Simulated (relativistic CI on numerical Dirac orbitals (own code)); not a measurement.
**Cr⁵⁺ (3d) in crystal fields: levels and magnetism**

How does a crystal field split the 3d shell of Cr⁵⁺, and what follows for the ground state and χT? 6 fields tried.

The numbers are computed with relativistic CI on numerical Dirac orbitals (own code) version 1 (Dirac-Coulomb-Breit CI, KLI orbitals optimised for each configuration, model QED (radiative potential, 1s self-energy scaled to tabulated hydrogen-like ionisation energies), valence Slater integrals scaled by 0.85, one configuration in a parametric crystal field), except any that are marked as measured or tabulated.

## Step 1: Starting point

| Property | Result |
| --- | --- |
| ion | Cr⁵⁺ (Cr VI) |
| nuclear charge | 24 |
| electrons | 19 |
| open shell | 3d |
| Slater scale | 0.85 |
| field 1 (cm⁻¹) | Td, 10Dq = -15150 |
| field 2 (cm⁻¹) | Td, 10Dq = -17250 |
| field 3 (cm⁻¹) | Td, 10Dq = -19350 |
| field 4 (cm⁻¹) | Td, 10Dq = -21400 |
| field 5 (cm⁻¹) | Td, 10Dq = -23500 |
| field 6 (cm⁻¹) | Td, 10Dq = -25600 |

Outer shells as boxes (Hund's rule):

[Ar] 3d1
```
[Ar] core
3d [↑ ][  ][  ][  ][  ]
```

## Step 2: Field 1: Td, 10Dq = -15150

The run's settings:

```ini
atom Cr  Z=24  charge=5  electrons=19
nucleus A=52  rms_radius_fm=3.6452
hamiltonian dirac-coulomb  breit=on  qed=on  c_scale=1
orbitals kli  potential=per-configuration
slater_scale 0.85
correlation none
mixing on
configurations
  [Ar] 3d
end
crystal_field Td 10Dq=-15150
```

## Step 3: Field 2: Td, 10Dq = -17250

Changes to the settings of step 2:

```diff
@@ -10,2 +10,2 @@
 end
-crystal_field Td 10Dq=-15150
+crystal_field Td 10Dq=-17250
```

## Step 4: Field 3: Td, 10Dq = -19350

Changes to the settings of step 3:

```diff
@@ -10,2 +10,2 @@
 end
-crystal_field Td 10Dq=-17250
+crystal_field Td 10Dq=-19350
```

## Step 5: Field 4: Td, 10Dq = -21400

Changes to the settings of step 4:

```diff
@@ -10,2 +10,2 @@
 end
-crystal_field Td 10Dq=-19350
+crystal_field Td 10Dq=-21400
```

## Step 6: Field 5: Td, 10Dq = -23500

Changes to the settings of step 5:

```diff
@@ -10,2 +10,2 @@
 end
-crystal_field Td 10Dq=-21400
+crystal_field Td 10Dq=-23500
```

## Step 7: Field 6: Td, 10Dq = -25600

Changes to the settings of step 6:

```diff
@@ -10,2 +10,2 @@
 end
-crystal_field Td 10Dq=-23500
+crystal_field Td 10Dq=-25600
```

(Steps that only read results are left out.)

**Question.** What will these runs give? Wanted: ground spin.

**Answer**, as computed:

| field | ground state | degeneracy | S | J | first gap (cm⁻¹) | stabilisation (cm⁻¹) | χT at 2 K | χT at 300 K |
| --- | --- | --- | --- | --- | --- | --- | --- | --- |
| 1: Td | G8 | 4 | 0.50 | 2.12 | 14996 | -8561 | 0.341 | 0.362 |
| 2: Td | G8 | 4 | 0.50 | 2.12 | 17092 | -9820 | 0.345 | 0.363 |
| 3: Td | G8 | 4 | 0.50 | 2.12 | 19190 | -11079 | 0.349 | 0.365 |
| 4: Td | G8 | 4 | 0.50 | 2.13 | 21238 | -12308 | 0.351 | 0.366 |
| 5: Td | G8 | 4 | 0.50 | 2.13 | 23336 | -13567 | 0.353 | 0.367 |
| 6: Td | G8 | 4 | 0.50 | 2.13 | 25435 | -14826 | 0.355 | 0.367 |

χT is in cm³ K/mol; stabilisation counts from the free ion's lowest level; S and J come from the expectation values of their squares.

```
                           quantity                                                 value
ground spin (effective S from ⟨S²⟩)  1: 0.50, 2: 0.50, 3: 0.50, 4: 0.50, 5: 0.50, 6: 0.50
                        χT at 300 K                                0.36 to 0.37 cm³ K/mol
```

All fields leave the ground state at S = 1/2. The field is a set of parameters, without covalency or charge transfer.
